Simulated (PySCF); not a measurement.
**A diatomic session: MgGa+**

One job finds the state of MgGa+, follows it along the bond with each method and fits the curves.

Computed with PySCF 2.14.0. Level: Mg def2-SVPD, Ga def2-SVPD, no relativity.

## 1. The job

The job is set up so:

```
atoms                         : Mg, Ga
charge                        : 1
basis                         : Mg def2-SVPD, Ga def2-SVPD
Hamiltonian                   : no relativity
basis functions               : 59
electrons treated             : 42
masses in u                   : 23.9850, 68.9256
levels                        : PBE0, PBE, r²SCAN, LDA, revPBE, B3LYP, LC-ωPBE, HF, MP2, SCS-MP2, CCSD, CCSD(T)
grid                          : 80 radial by 434 angular points
occupations                   : held fixed by the projection of orbital angular momentum
dissociation limit            : Mg + Ga+, each in its ground configuration
starting distance in angstrom : 2.660
values of 2S to try           : 0, 2
```

Run with:

```bash
$ OMP_NUM_THREADS=1 python dia.py task.json out
```

The runs that follow: PBE0 along the bond; Higher solutions at PBE0; PBE (GGA); r²SCAN (meta-GGA); LDA (local density); revPBE (GGA); B3LYP; LC-ωPBE; RHF (mean field); MP2 and coupled cluster.

What does the calculation give? Wanted: for each run, Re; ωe; De; μ.

The runs gave:

Lowest PBE0 solution found, without spin–orbit coupling: ¹Σ⁺ (singlet), closed shell. The other levels ran on it alone.

| level | Re (Å) | ωe (cm⁻¹) | De (eV) | μ (D) |
| --- | --- | --- | --- | --- |
| RHF | 3.317 | 125.9 | 0.61 | -3.37 |
| RHF-MP2 | 3.154 | 148.7 | 0.84 | n/a |
| RHF-SCS-MP2 | 3.185 | 142.8 | 0.78 | n/a |
| RHF-CCSD | 3.163 | 146.2 | 0.77 | n/a |
| RHF-CCSD(T) | 3.146 | 149.8 | 0.82 | n/a |
| LDA | 3.034 | 165.3 | 1.30 | -3.97 |
| PBE | 3.121 | 152.2 | 1.14 | -3.87 |
| revPBE | 3.159 | 146.5 | 1.06 | -3.90 |
| r²SCAN | 3.094 | 158.0 | 1.16 | -4.28 |
| B3LYP | 3.147 | 146.5 | 0.97 | -3.67 |
| PBE0 | 3.121 | 154.7 | 1.05 | -3.94 |
| LC-ωPBE | 3.092 | 161.2 | 0.92 | -4.20 |

De is counted to Mg + Ga+ in their ground configurations. A positive dipole points from Mg to Ga; in an ion it is taken about the centre of mass and does not tell which atom is negative.

In words: Bond lengths run from 3.034 Å (LDA) to 3.317 Å (RHF). CCSD(T) can't serve as the judge here: for a weak bond in this basis it is far from its limit. Among the levels with a De in the table, it runs from 0.61 eV (RHF) to 1.30 eV (LDA).

Correlated steps freeze 10 core orbitals.
